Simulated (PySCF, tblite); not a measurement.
**C₃H₃N₃O: geometry, infrared bands, NMR shifts and spin-spin couplings**

Aim: predict the infrared bands, NMR shifts and spin-spin couplings of C₃H₃N₃O (`O=Cc1c[nH]nn1`).

Programs: tblite 0.8.0 and PySCF 2.14.0, with density-fitted response routines of our own. Each step states its level of theory. These are calculated values for one molecule in the gas phase, unless marked as measured. Atoms are numbered from 0 throughout.

**1. The molecule as given**

10 atoms, charge 0, multiplicity 1; geometry from: force field or distance geometry start.

Bonds of the start (Å): O0–C1 1.27, C1–C2 1.47, C2–C3 1.38, C3–N4 1.36, N4–N5 1.32, N5–N6 1.32, N6–C2 1.34, C1–H7 1.07, C3–H8 1.08, N4–H9 1.04.

**2. Optimising the geometry with GFN2-xTB**

What the job is given:

```
{"job": {"kind": "relax", "xc": "GFN2-xTB", "basis": "xTB"}, "charge": 0, "multiplicity": 1}
O     -2.229100     1.029100     0.383100
C     -1.865800    -0.074300    -0.128200
C     -0.409500    -0.296000    -0.152800
C      0.530800     0.613900     0.295800
N      1.742400     0.032100     0.096500
N      1.517800    -1.136100    -0.469000
N      0.233000    -1.364700    -0.634100
H     -2.576500    -0.791500    -0.480100
H      0.378300     1.581100     0.755300
H      2.687500     0.411000     0.310900
```

The run is started by

```console
$ OMP_NUM_THREADS=1 python probes_run.py task.json out
```

One launch serves the whole session: the jobs run in the order shown.

**Question.** This job is followed by: GFN2-xTB harmonic vibrations, gas phase; GIAO PBE0/pcSseg-1 NMR shielding, non-relativistic, gas phase; B3LYP/pcJ-1 indirect spin-spin coupling, non-relativistic, gas phase. Predict these results of the whole session: strongest single infrared mode (GFN2-xTB); zero-point energy (GFN2-xTB); ¹³C shifts against TMS (PBE0/pcSseg-1); ¹H shifts against TMS (PBE0/pcSseg-1); ¹⁷O shifts against H2O (PBE0/pcSseg-1); ¹⁵N shifts against NH3 (PBE0/pcSseg-1); surface potential, 1st and 99th percentile; largest coupling of the table (B3LYP/pcJ-1).

**Answer**, as computed:

```
                                   quantity                    value
  strongest single infrared mode (GFN2-xTB)    1752 cm⁻¹, 323 km/mol
               zero-point energy (GFN2-xTB)            41.3 kcal/mol
     ¹³C shifts against TMS (PBE0/pcSseg-1)  191.2, 152.1, 131.3 ppm
      ¹H shifts against TMS (PBE0/pcSseg-1)   11.34, 10.57, 8.38 ppm
     ¹⁷O shifts against H2O (PBE0/pcSseg-1)                669.5 ppm
     ¹⁵N shifts against NH3 (PBE0/pcSseg-1)  401.3, 396.1, 253.1 ppm
      surface potential, 1st and 99th percentile       -1.59 V and 3.03 V
largest coupling of the table (B3LYP/pcJ-1)  ¹J(C,H) C3–H8, 204.6 Hz
```

What this shows: The optimisation took 24 steps and gained 0.428 eV; among the close pairs (by a distance rule), O0–C1 changed most, from 1.269 to 1.204 Å. No mode is imaginary among the 24: a minimum at this level. The strongest single mode, at 1752 cm⁻¹, moves mainly C1 and O0. Unscaled tight-binding wavenumbers are off by several per cent, some by more. Its intensities can rank the bands wrongly. C1 (aldehyde carbonyl carbon) lies farthest downfield among carbon, at 191.2 ppm; low-lying n→π* states of the double bond to the heteroatom give a large paramagnetic term (-246 ppm). At PBE0/pcSseg-1: The widest tensor belongs to O0: span 1370 ppm, with a paramagnetic part of -733 ppm. NICS(1)zz of -33 ppm above the planar ring from C2 marks a diatropic (aromatic) ring current. By nearest atom (PBE0/pcSseg-1), the HOMO sits on O0 66 %; H7 13 % and the LUMO on C1 27 %; O0 23 %. Of the pairs tabulated at B3LYP/pcJ-1, C3–H8 couples most strongly (204.6 Hz; Fermi contact 203.9 Hz). Couplings across rotatable bonds belong to this one conformer; where others are populated, the observed values are averages.
